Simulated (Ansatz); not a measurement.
The same calculation of Ti3Be, space group P6_3/mmc as a Python script and as an input file (Ansatz 0.2.0, Python API).

Script `vcrelax_ti3be.py`:
```python
"""Relax cell and ions of Ti3Be."""

import argparse
import warnings

import ansatz as az
from ase import Atoms
from ase.io import write
import numpy as np

parser = argparse.ArgumentParser(description="Relax cell and ions of Ti3Be.")
parser.add_argument("--mesh", type=int, nargs=3, required=True, help="k-point sampling")
parser.add_argument("--filling", default="Fermi-Dirac", help="how the bands are filled")
parser.add_argument("--smearing-width", type=float, required=True, help="smearing width (eV)")
parser.add_argument("--fmax", type=float, required=True, help="force threshold (eV/A)")
args = parser.parse_args()

def edges_and_angles(cell):
    cell = np.asarray(cell)
    a, b, c = np.linalg.norm(cell, axis=1)
    cosines = cell[1] @ cell[2] / (b * c), cell[0] @ cell[2] / (a * c), cell[0] @ cell[1] / (a * b)
    return (a, b, c, *np.degrees(np.arccos(cosines)))


def main() -> None:
    warnings.simplefilter("ignore", az.DeckWarning)

    atoms = Atoms(
        ["Ti", "Ti", "Ti", "Ti", "Ti", "Ti", "Be", "Be"],
        scaled_positions=[
            (0.348432, 0.174216, 0.75),
            (0.825784, 0.174216, 0.75),
            (0.825784, 0.651568, 0.75),
            (0.651568, 0.825784, 0.25),
            (0.174216, 0.825784, 0.25),
            (0.174216, 0.348432, 0.25),
            (2 / 3, 1 / 3, 0.25),
            (1 / 3, 2 / 3, 0.75),
        ],
        cell=[
            (5.551146, 0.0, 0.0),
            (-2.775573, 4.807433, 0.0),
            (0.0, 0.0, 4.485772),
        ],
        pbc=True,
    )
    xtal = az.Crystal.from_ase(atoms)

    # only the volume may change
    setup = (
        xtal.calculation()
        .kpoints(*args.mesh)
        .functional(az.Functional.LDA)
        .occupations(args.filling, width=args.smearing_width)
        .pseudopotentials("paw")
        .relax(force_tolerance=args.fmax, max_steps=40, fix_cell=["shape"])
        .density()
    )
    steps = []


    def collect(event):
        if event["event"] == "relax_step":
            steps.append(event["data"])


    res = setup.session().plan().execute(on_event=collect)
    report = res.report
    print("step   energy (eV)     max comp. (eV/A)   P (GPa)  SCF")
    for s in steps:
        print(f"{s['step']:4d} {s['lagrangian_ev']:15.5f} {s['allowed_force_max_ev_ang']:12.4f} {s['pressure_gpa']:10.3f} {s['n_scf']:5d}")

    first, last = steps[0], steps[-1]
    symbols = [site.symbol for site in res.lattice.sites]
    print(f"energy gained {first['lagrangian_ev'] - last['lagrangian_ev']:.4f} eV in {len(steps) - 1} steps")
    for label, vectors in (("before", first["cell_ang"]), ("after", res.lattice.cell_ang)):
        print(label, "a b c (A) {:.4f} {:.4f} {:.4f}  angles {:.2f} {:.2f} {:.2f}".format(*edges_and_angles(vectors)), f" V = {abs(np.linalg.det(vectors)):.3f} A^3")
    print("final stress xx yy zz (GPa, compression positive):", np.round(np.diag(report["stress_gpa"]), 3) + 0.0)

    print("atom   start x y z (A)              end x y z (A)")
    for symbol, a, b in zip(symbols, first["positions_ang"], last["positions_ang"]):
        print(f"{symbol:3s}", " ".join(f"{v:8.4f}" for v in a), "  ", " ".join(f"{v:8.4f}" for v in b))

    relaxed = Atoms(symbols, positions=[site.position_ang for site in res.lattice.sites], cell=res.lattice.cell_ang, pbc=True)
    write("relaxed.vasp", relaxed, format="vasp")

    n_atoms = len(report["lattice"]["sites"])
    print("F =", round(report["free_energy_ev"], 4), "eV for", n_atoms, "atoms")
    print("E(sigma -> 0) =", round(report["energy_sigma0_ev"], 4), "eV, TS =", round(report["entropy_ts_ev"], 5), "eV")
    print("closed by", report["closed_by"], "after", report["n_iterations"], "iterations")

    rho = res.density()
    total = sum(ch.density_e_per_ang3 for ch in rho.channels[:2]) if len(rho.channels) < 3 else rho.channels[0].density_e_per_ang3
    print("grid", rho.dims, "electrons", round(float(total.mean() * rho.cell_volume_ang3), 4))
    profile = total.mean(axis=(0, 1))
    print("planar average along grid axis 2 (e/A^3):")
    print(np.array2string(profile[:: max(len(profile) // 16, 1)], precision=4))


if __name__ == "__main__":
    main()
```

```console
$ python vcrelax_ti3be.py --mesh 5 5 5 --smearing-width 0.1 --fmax 0.03
step   energy (eV)     max comp. (eV/A)   P (GPa)  SCF
   1    -14878.39625       0.0004     -7.933     6
   2    -14878.45100       0.4959      7.576     6
   3    -14878.61538       0.0514     -0.764     6
   4    -14878.61741       0.0367     -0.160     6
   5    -14878.61777       0.0010     -0.000     6
   6    -14878.61667       0.0008     -0.020     6
energy gained 0.2204 eV in 5 steps
before a b c (A) 5.5511 5.5511 4.4858  angles 90.00 90.00 120.00  V = 119.711 A^3
after a b c (A) 5.4179 5.4179 4.3781  angles 90.00 90.00 120.00  V = 111.295 A^3
final stress xx yy zz (GPa, compression positive): [ 0.045  0.045 -0.149]
atom   start x y z (A)              end x y z (A)
Ti    1.4506   0.8375   3.3643      1.4173   0.8183   3.2836
Ti    4.1005   0.8375   3.3643      4.0006   0.8183   3.2836
Ti    2.7756   3.1324   3.3643      2.7089   3.0555   3.2836
Ti    1.3249   3.9699   1.1214      1.2917   3.8738   1.0945
Ti   -1.3249   3.9699   1.1214     -1.2917   3.8738   1.0945
Ti    0.0000   1.6751   1.1214      0.0000   1.6365   1.0945
Be    2.7756   1.6025   1.1214      2.7089   1.5640   1.0945
Be    0.0000   3.2050   3.3643      0.0000   3.1280   3.2836
F = -14878.6167 eV for 8 atoms
E(sigma -> 0) = -14878.46 eV, TS = 0.31336 eV
closed by deck_thresholds after 6 iterations
grid (40, 40, 30) electrons 76.0
planar average along grid axis 2 (e/A^3):
[0.2193 0.2308 0.2767 0.3972 0.6246 0.9247 1.1999 1.358  1.358  1.1999
 0.9247 0.6246 0.3972 0.2767 0.2308 0.2193 0.2308 0.2767 0.3972 0.6246
 0.9247 1.1999 1.358  1.358  1.1999 0.9247 0.6246 0.3972 0.2767 0.2308]
```

`input.yaml`:
```yaml
crystal:
  lattice:
    - [5.551146, 0.0, 0.0]
    - [-2.775573, 4.807433, 0.0]
    - [0.0, 0.0, 4.485772]
  atoms:
    - { symbol: Ti, position: [0.348432, 0.174216, 0.75] }
    - { symbol: Ti, position: [0.825784, 0.174216, 0.75] }
    - { symbol: Ti, position: [0.8257839999999999, 0.651568, 0.75] }
    - { symbol: Ti, position: [0.651568, 0.825784, 0.25] }
    - { symbol: Ti, position: [0.174216, 0.825784, 0.25] }
    - { symbol: Ti, position: [0.174216, 0.348432, 0.25] }
    - { symbol: Be, position: [0.6666666666666666, 0.3333333333333333, 0.25] }
    - { symbol: Be, position: [0.3333333333333333, 0.6666666666666666, 0.75] }
kpoints:
  mp_grid:
    grid: [5, 5, 5]
hamiltonian:
  xc: lda
  pseudopotentials:
    kind: paw
scf:
  occupations:
    method: fermi_dirac
    width: 0.1
relax:
  f_tol: 0.03
  max_steps: 40
  cell:
    fix: [shape]
output:
  write_density: true
```

What to keep in mind:
- Absolute energies stand on the zero of these potentials, so only differences at equal settings mean something. A total without «per atom» is that of the whole cell that was run.
- The mesh is modest for a metal, so energies can be off by several to tens of meV an atom and pressures by half a GPa or more; differences at equal mesh fare better.
- Energies along a relaxation are free energies. Rows at an unchanged volume are solved on a plane-wave basis chosen afresh for that cell, so the energy can jump there; the script counts such rows among its steps.
- Grid values close to the nuclei reflect the PAW or pseudopotential construction, not the all-electron fields.
- This cell is a computed structure, which may not be the phase found in nature.
- Finished in 16 s on 1 thread of Intel(R) Xeon(R) 6975P-C (Granite Rapids), on a shared host, peak memory 0.54 GiB.
